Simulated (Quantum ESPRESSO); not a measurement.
**LiBe under changes of volume**

One of the cells (11.434 Å³/atom); the others are scaled copies at fixed shape and fractional positions:

```
CELL_PARAMETERS angstrom
2.29599 0.00000 0.00000
0.00000 3.61277 0.00000
-0.40174 0.00000 5.51353
ATOMIC_POSITIONS crystal
Be 0.24358 0.75000 0.42383
Be 0.75642 0.25000 0.57617
Li 0.26315 0.75000 0.84514
Li 0.73685 0.25000 0.15486
```

The cell comes from a database or a generator and needn't be the stable form of this composition.

* Program: Quantum ESPRESSO 7.5
* Functional: PBE
* Potentials or basis: SSSP 1.3 efficiency PBE
* Cutoff: 748 eV
* Density cutoff: 5987 eV
* k mesh: 11 × 7 × 5
* Occupations: fermi-dirac, width 0.05 eV
* Spin: no spin polarisation

| volume (Å³/atom) | energy over the lowest point (meV/atom) | pressure (GPa) | largest force (eV/Å) |
| --- | --- | --- | --- |
| 10.747 | ? | ? | ? |
| 10.976 | 3.06 | 2.2 | 0.098 |
| 11.205 | 0.72 | 1.1 | 0.063 |
| 11.434 | 0.00 | 0.0 | 0.030 |
| 11.662 | 0.75 | -1.0 | 0.022 |
| 11.891 | 2.86 | -1.9 | 0.044 |
| 12.120 | 6.21 | -2.8 | 0.064 |

Task: What does the run at 10.747 Å³/atom give?

Result: Energy over the lowest point 7.15 meV/atom; pressure 3.5 GPa; largest force 0.135 eV/Å.

Worked out: A Birch-Murnaghan fit of order 3 (a polynomial in V^(-2/3)) to the other rows has its minimum at 11.43 Å³/atom with B0 = V·E''(V) = 52 GPa and B' = 3.4 at fixed shape and positions, which overstates the stiffness. It gives 7.17 meV/atom at 10.747 Å³/atom, against the run's 7.15, and -dE/dV = 3.5 GPa, against 3.5.

Energies are extrapolated to zero smearing.
